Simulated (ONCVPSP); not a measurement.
# Pseudopotential generation for Se: ONCV, PBE

Aim: build the potential from the settings below, then test how well it stands in for the atom: other configurations, scattering, ghost states and the plane-wave cutoff that it needs.

Method: ONCVPSP 4.0.1.1 (patched build), PBE, scalar-relativistic.

**1. The atom and the settings**

The settings as typed:

* element: selenium (Se, Z = 34)
* type: optimised norm-conserving Vanderbilt (ONCV)
* frozen core: [Ar] 3d10
* valence charge: 6
* reference configuration: 4s2 4p3 (charge +1)
* partial waves: 4s: rc 1.55 bohr, ncon 5, nbas 9, qcut 3.4 1/bohr, 2 projectors, debl 3.7 Ha; 4p: rc 1.90 bohr, ncon 5, nbas 9, qcut 3.6 1/bohr, 1 projector; d scattering state at 0.13 Ha: rc 2.05 bohr, ncon 4, nbas 7, qcut 4.6 1/bohr, 3 projectors, debl 0.4 Ha
* local potential: polynomial inside 1.30 bohr (lpopt 5, dvloc0 3 Ha)
* core correction: not asked for

**2. Generating the potential**

Input file Se.dat:

```
# ATOM AND REFERENCE CONFIGURATION
# atsym  z   nc   nv     iexc    psfile
  Se 34.00    6    2        4      upf
#
#   n    l    f
    1    0    2.00
    2    0    2.00
    2    1    6.00
    3    0    2.00
    3    1    6.00
    3    2   10.00
    4    0    2.00
    4    1    3.00
#
# PSEUDOPOTENTIAL AND OPTIMIZATION
# lmax
    2
#
#   l,   rc,      ep,       ncon, nbas, qcut
    0    1.55    0.00    5    9    3.40
    1    1.90    0.00    5    9    3.60
    2    2.05    0.13    4    7    4.60
#
# LOCAL POTENTIAL
# lloc, lpopt,  rc(5),   dvloc0
    4    5    1.30    3.00
#
# VANDERBILT-KLEINMAN-BYLANDER PROJECTORs
# l, nproj, debl
    0    2    3.70
    1    1    1.10
    2    3    0.40
#
# MODEL CORE CHARGE
# icmod, fcfact, rcfact
    0    0.00    0.00
#
# LOG DERIVATIVE ANALYSIS
# epsh1, epsh2, depsh
   -2.00    5.00    0.02
#
# OUTPUT GRID
# rlmax, drl
    6.00    0.01
#
# TEST CONFIGURATIONS
# ncnf
    4
# nvcnf
#   n    l    f
    2
    4    0    2.00
    4    1    4.00
#
    2
    4    0    2.00
    4    1    2.00
#
    2
    4    0    2.00
    4    1    1.00
#
    2
    4    0    1.00
    4    1    5.00
#
```

The run is started by

```console
$ oncvpsp.x < Se.dat > Se.out
```

Before running it: what results should come out? Wanted: cutoffs for 1 and 0.1 mHa per electron, occupied waves; bound ghosts; GHOST(+) flags; largest test error; largest phase difference near zero energy, channels read.

As calculated:

| quantity | value |
| --- | --- |
| cutoffs for 1 and 0.1 mHa per electron, occupied waves | 67 Ha and 88 Ha |
| bound ghosts | d at -46.50 eV, d at -2.17 eV |
| GHOST(+) flags | s at 157 eV, d at 477 eV, d at 978 eV |
| largest test error (AE − PS) | -30 meV, for 4s2 4p1 |
| largest phase difference near zero energy, channels read | 3.142 rad |

What this shows: A bound ghost (d) makes it unfit for use: electrons can fall into a state that the atom doesn't have. By total energies transferability is fair: the largest error is 30 meV on 51.2 eV, for 4s2 4p1. That test lies far up in energy; among those under 40 eV, nearer to bonding, the largest error is 6.9 meV. The potential is very hard: the looser tolerance needs 67 Ha. At the looser tolerance the 4s wave is the slowest; 4p needs 17 Ha. Near zero energy the largest phase difference among the channels read is 3.14 rad, in the d channel. A step near π is an extra or missing state, not a misfit of shape. The pseudo curves have poles with no partner nearby in the atom's: d at -1.74 Ha, d at -0.08 Ha. The program also flags highly localised states, GHOST(+) (s, d).
